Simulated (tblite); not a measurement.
# C6H12PSi: the cost of one run

Programs: tblite 0.8.0 and PySCF 2.14.0, with density-fitted response routines of our own. Each step states its level of theory. These are calculated values for one molecule in the gas phase, unless marked as measured. Atoms count from 0, in the outputs and in this text.

## Step 1: Starting geometry

20 atoms, charge 1, multiplicity 1; geometry from: force field or distance geometry start.

Bonds of the start (Å): C0–C1 1.35, C1–P2 1.73, P2–C3 1.80, C3–C4 1.50, C4–C5 1.35, C5–Si6 1.84, C5–C7 1.51, C7–P2 1.82, C0–H8 1.09, C0–H9 1.07, C1–H10 1.09, P2–H11 1.40, C3–H12 1.11, C3–H13 1.09, C4–H14 1.08, Si6–H15 1.50, Si6–H16 1.48, Si6–H17 1.49, C7–H18 1.09, C7–H19 1.09.

## Step 2: Relaxing the molecule with GFN2-xTB

What the job is given:

```
{"job": {"kind": "relax", "xc": "GFN2-xTB", "basis": "xTB"}, "charge": 1, "multiplicity": 1}
C      3.196400     0.292100     1.081800
C      1.886800     0.029000     0.878600
P      1.200300    -0.097000    -0.709400
C      0.284600    -1.645500    -0.684000
C     -1.105300    -1.233700    -0.304600
C     -1.380300     0.085000    -0.290600
Si    -3.003400     0.836500     0.120200
C     -0.235900     1.016300    -0.632600
H      3.604500     0.359900     2.085900
H      3.857600     0.451900     0.251200
H      1.252900    -0.128000     1.756100
H      2.129600     0.106000    -1.742100
H      0.694900    -2.350000     0.066200
H      0.294200    -2.123400    -1.665700
H     -1.846300    -1.987200    -0.085900
H     -2.895500     1.620900     1.389700
H     -3.429900     1.740300    -0.970000
H     -4.028500    -0.233500     0.305000
H     -0.087500     1.804000     0.111100
H     -0.394200     1.467200    -1.614600
```

On the command line:

```console
> OMP_NUM_THREADS=1 python probes_run.py task.json out
```

One launch serves the whole session: the jobs run in the order shown.

**Question.** How long does this first job take on 1 thread of Arm Neoverse N1, shared host, and how much memory does it need?

About 1.2 s, with a peak of 0.18 GiB.
